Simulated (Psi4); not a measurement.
**CHFGaN (SMILES N#[C][GaH][F]): PBE-D4/6-311G(d,p) (density fitting with def2-universal-jkfit)**

We compute molecular dynamics of CHFGaN. Input form: an ASE script.

Program for the calculation: Psi4 1.11.

## Step 1: The system as given

The species is CHFGaN (5 atoms), meant as a singlet with charge 0. As SMILES, `N#[C][GaH][F]`. Geometry: relaxed at PBE0-D4/def2-TZVP. The run starts from this shape.

Bond lengths: N1–C2 1.152 Å, C2–Ga3 1.931 Å, Ga3–F4 1.741 Å, Ga3–H5 1.539 Å. Angles: N1–C2–Ga3 177.5°, C2–Ga3–F4 112.3°, C2–Ga3–H5 127.5°, F4–Ga3–H5 120.2°.

## Step 2: A short trajectory at PBE-D4/6-311G(d,p) (density fitting with def2-universal-jkfit)

The input, run.py:

```python
import numpy as np
from ase.calculators.psi4 import Psi4
from ase import Atoms
from ase import units
from ase.md.velocitydistribution import MaxwellBoltzmannDistribution, Stationary
from ase.md.verlet import VelocityVerlet

a = Atoms(['N', 'C', 'Ga', 'F', 'H'], positions=[
    [1.214000, -1.657200, 1.266000],
    [0.641000, -0.864700, 0.656300],
    [-0.259700, 0.519000, -0.345500],
    [-1.724700, -0.053500, -1.092600],
    [0.179200, 1.982700, -0.525600],
])
calc = Psi4(atoms=a, method='pbe-d4', basis='6-311G**', memory='1600MB', num_threads=1, charge=0, multiplicity=1, label='chfgan')
calc.psi4.set_options({'df_basis_scf': 'def2-universal-jkfit'})
a.calc = calc

MaxwellBoltzmannDistribution(a, temperature_K=100.0, rng=np.random.default_rng(353))
Stationary(a)
dyn = VelocityVerlet(a, 0.25 * units.fs)
def show():
    ep, ek = a.get_potential_energy(), a.get_kinetic_energy()
    print(f'step {dyn.nsteps:3d}  Epot {ep:14.6f}  Ekin {ek:9.6f}  Etot {ep + ek:14.6f} eV  T {a.get_temperature():7.1f} K')
dyn.attach(show)
dyn.run(25)
```

Started as:

```bash
$ python run.py
```

chfgan.dat:

```text
[...]
  Running in c1 symmetry.
[...]
  Nuclear repulsion =  222.829090176939388
[...]
  Multiplicity = 1
[...]
  Nalpha       = 27
  Nbeta        = 27
[...]
    Number of basis functions: 104
[...]
   @DF-RKS iter   1: -2115.38567581607003   -1.12893e+00   3.57908e-02 DIIS/ADIIS
[...]
   @DF-RKS iter  15: -2117.69679059631108   -9.09495e-12   7.24241e-09 DIIS
[...]
    Orbital Energies [Eh]
    ---------------------
    Doubly Occupied:
       1A   -370.978373     2A    -45.388348     3A    -40.233840
       4A    -40.228851     5A    -40.228351     6A    -24.226608
       7A    -14.004198     8A     -9.925879     9A     -5.328586
      10A     -3.662734    11A     -3.651766    12A     -3.649668
      13A     -1.057623    14A     -0.829301    15A     -0.792826
      16A     -0.789419    17A     -0.787346    18A     -0.785028
      19A     -0.779047    20A     -0.501327    21A     -0.405440
      22A     -0.368587    23A     -0.353014    24A     -0.338155
      25A     -0.320654    26A     -0.315157    27A     -0.309313
[...]
  @DF-RKS Final Energy: -2117.69679059631108
   => Energetics <=
    Nuclear Repulsion Energy =            222.8290901769393884
    One-Electron Energy =               -3391.9208750825409879
    Two-Electron Energy =                1149.0504611844819465
    DFT Exchange-Correlation Energy =     -97.6522849080757283
    Empirical Dispersion Energy =          -0.0031819671153250
    VV10 Nonlocal Energy =                  0.0000000000000000
    Total Energy =                      -2117.6967905963110752
[...]
 Multipole Moments:
 ------------------------------------------------------------------------------------
     Multipole            Electronic (a.u.)      Nuclear  (a.u.)        Total (a.u.)
 ------------------------------------------------------------------------------------
 L = 1.  Multiply by 2.5417464519 to convert [e a0] to [Debye]
 Dipole X            :         -2.0016087            2.0436387            0.0420299
 Dipole Y            :          2.4663095           -1.3242039            1.1421055
 Dipole Z            :         -2.1442632            1.7706501           -0.3736131
 Magnitude           :                                                    1.2023969
[...]
  -Total Gradient:
     Atom            X                  Y                   Z
    ------   -----------------  -----------------  -----------------
       1        0.018683615668    -0.025180024028     0.023159156529
       2       -0.018659165603     0.025430053549    -0.023493493383
       3       -0.011346591935    -0.000687990037    -0.007168879485
       4        0.012011726013     0.005074074474     0.006263583147
       5       -0.001159726125    -0.004382544388     0.000886192429
[...]
```

The script printed:

```text
step   0  Epot  -57625.474084  Ekin  0.092994  Etot  -57625.381090 eV  T   143.9 K
step   1  Epot  -57625.475076  Ekin  0.093978  Etot  -57625.381098 eV  T   145.4 K
step   2  Epot  -57625.476135  Ekin  0.095028  Etot  -57625.381107 eV  T   147.0 K
step   3  Epot  -57625.477197  Ekin  0.096080  Etot  -57625.381117 eV  T   148.7 K
step   4  Epot  -57625.478197  Ekin  0.097070  Etot  -57625.381127 eV  T   150.2 K
step   5  Epot  -57625.479076  Ekin  0.097938  Etot  -57625.381138 eV  T   151.5 K
step   6  Epot  -57625.479778  Ekin  0.098629  Etot  -57625.381149 eV  T   152.6 K
step   7  Epot  -57625.480261  Ekin  0.099101  Etot  -57625.381160 eV  T   153.3 K
step   8  Epot  -57625.480491  Ekin  0.099320  Etot  -57625.381171 eV  T   153.7 K
step   9  Epot  -57625.480449  Ekin  0.099267  Etot  -57625.381182 eV  T   153.6 K
step  10  Epot  -57625.480128  Ekin  0.098935  Etot  -57625.381193 eV  T   153.1 K
step  11  Epot  -57625.479536  Ekin  0.098332  Etot  -57625.381204 eV  T   152.1 K
step  12  Epot  -57625.478693  Ekin  0.097478  Etot  -57625.381215 eV  T   150.8 K
step  13  Epot  -57625.477629  Ekin  0.096403  Etot  -57625.381226 eV  T   149.2 K
step  14  Epot  -57625.476386  Ekin  0.095148  Etot  -57625.381238 eV  T   147.2 K
step  15  Epot  -57625.475011  Ekin  0.093761  Etot  -57625.381250 eV  T   145.1 K
step  16  Epot  -57625.473555  Ekin  0.092291  Etot  -57625.381263 eV  T   142.8 K
step  17  Epot  -57625.472072  Ekin  0.090795  Etot  -57625.381277 eV  T   140.5 K
step  18  Epot  -57625.470617  Ekin  0.089325  Etot  -57625.381292 eV  T   138.2 K
step  19  Epot  -57625.469242  Ekin  0.087934  Etot  -57625.381308 eV  T   136.1 K
step  20  Epot  -57625.467993  Ekin  0.086668  Etot  -57625.381325 eV  T   134.1 K
step  21  Epot  -57625.466913  Ekin  0.085569  Etot  -57625.381344 eV  T   132.4 K
step  22  Epot  -57625.466037  Ekin  0.084673  Etot  -57625.381364 eV  T   131.0 K
step  23  Epot  -57625.465390  Ekin  0.084005  Etot  -57625.381385 eV  T   130.0 K
step  24  Epot  -57625.464992  Ekin  0.083585  Etot  -57625.381407 eV  T   129.3 K
step  25  Epot  -57625.464851  Ekin  0.083421  Etot  -57625.381431 eV  T   129.1 K
```

Wall time 3.9 min (1 thread of Intel Xeon Platinum 8259CL at 2.50GHz (Skylake/Cascade Lake), shared host); peak memory 0.93 GiB.

Steps, from the record of the run:

```
step  potential energy change (eV)  largest force (eV/Å)
   0                        0.0000                1.9551
   2                       -0.0021                1.7183
   4                       -0.0041                1.4060
   6                       -0.0057                1.0358
   8                       -0.0064                0.7810
  10                       -0.0060                0.7910
  12                       -0.0046                0.7972
  14                       -0.0023                0.7997
  16                        0.0005                1.0819
  18                        0.0035                1.4069
  20                        0.0061                1.6716
  22                        0.0080                1.8678
  24                        0.0091                1.9901
  25                        0.0092                2.0224
```

## Step 3: What came out

Level: PBE-D4/6-311G** (density fitting with def2-universal-jkfit).

| quantity | value |
| --- | --- |
| potential energy of the last frame | -2117.69679 Eh |
